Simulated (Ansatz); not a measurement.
# BH7OSi2: a ladder of functionals and wavefunction methods

The task here is to estimate one member of a computed series from the others.

The runs use Ansatz 0.2.0, Gaussian basis; functionals in def2-TZVPP, the program's frozen cores in correlated methods.

Levels to be run: LDA (SPW92), PBE-D4, revPBE-D4, BLYP-D4, r2SCAN-D4, B97M-V, PBE0-D4, B3LYP-D4, r2SCANh-D4, r2SCAN0-D4, HSE06-D4, BHLYP-D4, CAM-B3LYP-D4, LC-ωPBE, ωB97X-V, ωB97M-V, B2PLYP, PBE-QIDH; CCSD(T)/def2-SVP; CCSD(T)/def2-TZVPP; MP2/def2-QZVPP; extrapolation to the limit; RPA on PBE.

### Structure used throughout

The geometry comes from an earlier relaxation with PBE0-D4 in a triple-zeta def2 set; it is a stationary point, not always the lowest conformer.

SMILES `B[SiH](O)[SiH3]`, 11 atoms, charge 0, spin multiplicity 1.

Atoms are counted from 1 here; the program's logs count them from 0.

Bond lengths: B1–Si2 1.984 Å, B1–H5 1.195 Å, B1–H6 1.197 Å, Si2–O3 1.659 Å, Si2–Si4 2.364 Å, Si2–H7 1.496 Å, O3–H8 0.958 Å, Si4–H9 1.488 Å, Si4–H10 1.491 Å, Si4–H11 1.488 Å. Angles: Si2–B1–H5 123.5°, Si2–B1–H6 118.2°, H5–B1–H6 118.1°, B1–Si2–O3 112.4°, B1–Si2–Si4 104.9°, B1–Si2–H7 111.5°, O3–Si2–Si4 111.5°, O3–Si2–H7 110.7°, Si4–Si2–H7 105.4°, Si2–O3–H8 117.2°, Si2–Si4–H9 111.9°, Si2–Si4–H10 109.6°, Si2–Si4–H11 110.2°, H9–Si4–H10 107.9°, H9–Si4–H11 108.6°, H10–Si4–H11 108.6°.

The first run:

File in.yaml:

```yaml
crystal:
  periodic: [false, false, false]
  atoms:
    - {symbol: B, position_ang: [-1.132795, 1.647121, 0.016260]}
    - {symbol: Si, position_ang: [0.473801, 0.542511, -0.352070]}
    - {symbol: O, position_ang: [0.707435, 0.288774, -1.974395]}
    - {symbol: Si, position_ang: [0.093418, -1.487607, 0.797550]}
    - {symbol: H, position_ang: [-1.966355, 1.893812, -0.803095]}
    - {symbol: H, position_ang: [-1.321827, 2.013219, 1.140270]}
    - {symbol: H, position_ang: [1.698997, 1.130688, 0.274231]}
    - {symbol: H, position_ang: [1.445921, -0.266136, -2.228796]}
    - {symbol: H, position_ang: [-1.229083, -2.078662, 0.456048]}
    - {symbol: H, position_ang: [1.146312, -2.476062, 0.426580]}
    - {symbol: H, position_ang: [0.149475, -1.264857, 2.267918]}
basis:
  gaussian: {orbitals: def2-TZVPP}
hamiltonian: {xc: lda}
output: {orbitals: {seedname: orbitals}}
```

Launch:

```console
> ansatz run in.yaml --threads 2 --pin off --events-out ev --progress --plain --max-ram 4352MiB
```

Steps of the session up to this table: LDA; PBE-D4 (GGA); revPBE-D4 (GGA); BLYP-D4 (GGA); r2SCAN-D4 (meta-GGA); B97M-V (meta-GGA); B3LYP-D4 (hybrid); r2SCANh-D4 (hybrid); r2SCAN0-D4 (hybrid); HSE06-D4 (hybrid); BHLYP-D4 (hybrid); CAM-B3LYP-D4 (range-separated); LC-ωPBE (range-separated); ωB97X-V (range-separated); ωB97M-V (range-separated); B2PLYP (double hybrid); PBE-QIDH (double hybrid).

One of the session's tables, all rows but one given; the rest of the session is left out.

It belongs to the step «Frontier levels by functional». 

| functional | HOMO (eV) | LUMO (eV) | gap (eV) |
| --- | --- | --- | --- |
| LDA (SPW92) | -6.55 | -3.66 | 2.89 |
| PBE-D4 | -6.45 | -3.41 | 3.04 |
| revPBE-D4 | -6.40 | -3.30 | 3.10 |
| BLYP-D4 | -6.31 | -3.23 | 3.08 |
| r2SCAN-D4 | -6.68 | -3.10 | 3.57 |
| B97M-V | -6.80 | -3.26 | 3.53 |
| PBE0-D4 | -7.56 | -2.46 | 5.10 |
| B3LYP-D4 | -7.37 | -2.65 | 4.72 |
| r2SCANh-D4 | -7.09 | -2.78 | 4.32 |
| r2SCAN0-D4 | -7.71 | -2.29 | 5.43 |
| HSE06-D4 | -7.17 | -2.84 | 4.33 |
| BHLYP-D4 | -8.59 | -1.41 | 7.17 |
| CAM-B3LYP-D4 | -8.83 | -1.35 | 7.47 |
| LC-ωPBE | -10.10 | -0.19 | 9.91 |
| ωB97X-V | ? | ? | ? |
| ωB97M-V | -9.58 | -0.55 | 9.03 |

Q: Estimate the row for ωB97X-V from the others.

The run gave: HOMO (eV): -9.78; LUMO (eV): -0.30; gap (eV): 9.49. In the column «HOMO (eV)» it lies between LC-ωPBE (-10.10) and ωB97M-V (-9.58).
